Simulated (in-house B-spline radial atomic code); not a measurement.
# Au³¹⁺: levels and lines by CI+MBPT

Question: what is the low spectrum of Au³¹⁺ as two electrons over the core [Kr] 4d10?

Method: configuration interaction of two valence electrons in the frozen-core Dirac-Hartree-Fock potential, then with screened core-valence correlation, Breit and QED (CI+MBPT), no-pair Dirac, B-spline basis. Code: an in-house B-spline radial atomic code, version 1.

## Step 1: What is computed

```
element : gold (Z = 79)
charge  : +31
core    : [Kr] 4d10
nucleus : mass number 197, rms radius 5.437 fm
```

## Step 2: The run, and its levels

Input settings, with the grid that the program derived:

```ini
basis_form = 3
Z = 79
core_configuration = [Kr] 4d10
rms_radius = 5.4371
mass_number = 197
speed_of_light = 137.035999084
box_radius = 2.727
lmax = 6
intervals = 56
virtual_cutoff = 12482.0
```

Run with:

```sh
$ python run_mb.py task.json out
```

task.json holds these settings.

After this run come: Matrix elements and lines.

**Question.** What will these runs give? Wanted: ground level; ionisation energy; first excited level; largest CI block.

The runs gave:

| quantity | value |
| --- | --- |
| ground level | 4f2 3H4 |
| ionisation energy | 1140.0 eV (plain CI 1132.7 eV) |
| first excited level | 4f2 3F2 at 22758 cm⁻¹ |
| largest CI block | 2746 |
| tabulated theoretical ionisation energy | 1150.0 ± 60 eV (NIST Atomic Spectra Database, ionization energies) |

In words: The ground level is 4f2 3H4; the corrections beyond plain CI change the ionisation energy by +7.2 eV, to 1140.0 eV. The lowest 12 levels have a mean term purity of 0.78, so spin-orbit mixing is strong and LS labels say little. The tabulated theoretical ionisation energy is 1150.0 ± 60 eV, so the final value is off by -0.87 %, within the tabulated uncertainty.
